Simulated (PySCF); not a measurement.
# Solver options tried on RhH4

The same problem is solved with other solver options, one edit a run.

The runs use PySCF 2.14.0; method and basis as typed in the scripts.

4 further runs of the same task are left out: 1 for a known fault of the program, 3 that didn't finish.

### 1 The system as given

RhH4: 5 atoms, charge 0, spin multiplicity 2.

Bond lengths: Rh1–H2 1.589 Å, Rh1–H3 1.589 Å, Rh1–H4 1.496 Å, Rh1–H5 1.496 Å. Angles: H2–Rh1–H3 133.0°, H2–Rh1–H4 73.1°, H2–Rh1–H5 73.1°, H3–Rh1–H4 73.1°, H3–Rh1–H5 73.1°, H4–Rh1–H5 86.7°.

As a file:

```xyz
5
H4Rh
Rh    0.0000    0.0000   -0.0325
H     0.0000    1.4568    0.6016
H     0.0000   -1.4568    0.6016
H     1.0273    0.0000    1.0555
H    -1.0273    0.0000    1.0555
```

### 2 The run that the others are compared with

input.py

```python
from pyscf import gto, scf
from pyscf.hessian import thermo

mol = gto.M(
    atom='Rh 0 0 -0.0325; H 0 1.4568 0.6016; H 0 -1.4568 0.6016; H 1.0273 0 1.0555; H -1.0273 0 1.0555',
    basis='lanl2dz',
    ecp={'Rh': 'lanl2dz'},
    charge=0,
    spin=1,
    verbose=4,
)
mf = scf.UHF(mol)
mf.kernel()
hess = mf.Hessian().kernel()
print('wavenumber (cm^-1) =', thermo.harmonic_analysis(mol, hess)['freq_wavenumber'].round(1))
mf.dip_moment()
print('orbital energies (hartree):', [e[max(0, n-3):n+3].round(4) for e, n in zip(mf.mo_energy, mol.nelec)])
```

On the command line:

```bash
> OMP_NUM_THREADS=1 python input.py
```

Its log is not repeated here.

In short: E(SCF) = -110.819546 Eh, ⟨S²⟩ = 0.802, μ = 2.60 D.

No search for the lowest state was made; open d or f shells can end in a higher solution.

### 3 Damping 0.8

Run 1 changes damping: none → 0.8.

input.py

```python
from pyscf import gto, scf
from pyscf.hessian import thermo

mol = gto.M(
    atom='Rh 0 0 -0.0325; H 0 1.4568 0.6016; H 0 -1.4568 0.6016; H 1.0273 0 1.0555; H -1.0273 0 1.0555',
    basis='lanl2dz',
    ecp={'Rh': 'lanl2dz'},
    charge=0,
    spin=1,
    verbose=4,
)
mf = scf.UHF(mol)
mf.damp = 0.8
mf.diis_start_cycle = 8
mf.kernel()
hess = mf.Hessian().kernel()
print('wavenumber (cm^-1) =', thermo.harmonic_analysis(mol, hess)['freq_wavenumber'].round(1))
mf.dip_moment()
print('orbital energies (hartree):', [e[max(0, n-3):n+3].round(4) for e, n in zip(mf.mo_energy, mol.nelec)])
```

On the command line:

```bash
> OMP_NUM_THREADS=1 python input.py
```

### 4 Second-order solver on

Run 2 changes second-order solver: off → on.

Edit input.py of step 2 so:

```diff
@@ -12,2 +12,3 @@
 mf = scf.UHF(mol)
+mf = mf.newton()
 mf.kernel()
```

### 5 Point-group symmetry on

Run 3 changes point-group symmetry: off → on.

Edit input.py of step 2 so:

```diff
@@ -9,2 +9,3 @@
     spin=1,
+    symmetry=True,
     verbose=4,
```

### 6 Damping 0.5

Run 4 changes damping: none → 0.5.

Edit input.py of step 2 so:

```diff
@@ -12,2 +12,4 @@
 mf = scf.UHF(mol)
+mf.damp = 0.5
+mf.diis_start_cycle = 8
 mf.kernel()
```

What does the calculation give? Wanted: for each run, E(SCF); from base; gap, α spin; SCF dipole.

**Answer**, as computed:

| run | E(SCF) (hartree) | from base (eV) | cycles | gap, α spin (eV) | SCF dipole (D) |
| --- | --- | --- | --- | --- | --- |
| base | -110.819546 | 0 | 18 | 9.47 | 2.60 |
| damping 0.8 | -110.819546 | 0.0000 | 21 | 9.47 | 2.60 |
| second-order solver on | -110.499147 | +8.7185 | 7 macro | 4.35 | 2.35 |
| point-group symmetry on | -110.819546 | 0.0000 | 18 | 9.47 | 2.60 |
| damping 0.5 | -110.819546 | 0.0000 | 21 | 9.47 | 2.60 |

Distance from each run's final energy (log10 hartree) by cycle:

| run | cycle 1 | cycle 2 | cycle 3 | cycle 5 | cycle 8 | cycle 12 |
| --- | --- | --- | --- | --- | --- | --- |
| base | 0.9 | 0.5 | -0.7 | -2.7 | -3.3 | -4.5 |
| damping 0.8 | 0.9 | -1.7 | -1.9 | -2.1 | -2.8 | -3.7 |
| second-order solver on | 0.4 | -0.1 | -1.0 | -5.8 | done | done |
| point-group symmetry on | 0.9 | 0.5 | -0.7 | -2.7 | -3.3 | -4.5 |
| damping 0.5 | 0.9 | 0.1 | -1.5 | -2.4 | -3.1 | -3.6 |

What this shows: The SCF energy stays the same, to the digits that matter, with damping 0.8 or point-group symmetry on or damping 0.5. With second-order solver on the SCF ends in another solution, 8.72 eV higher: the path to self-consistency decides the state here. The base needs 18 cycles and the run with damping 0.8 needs 21.
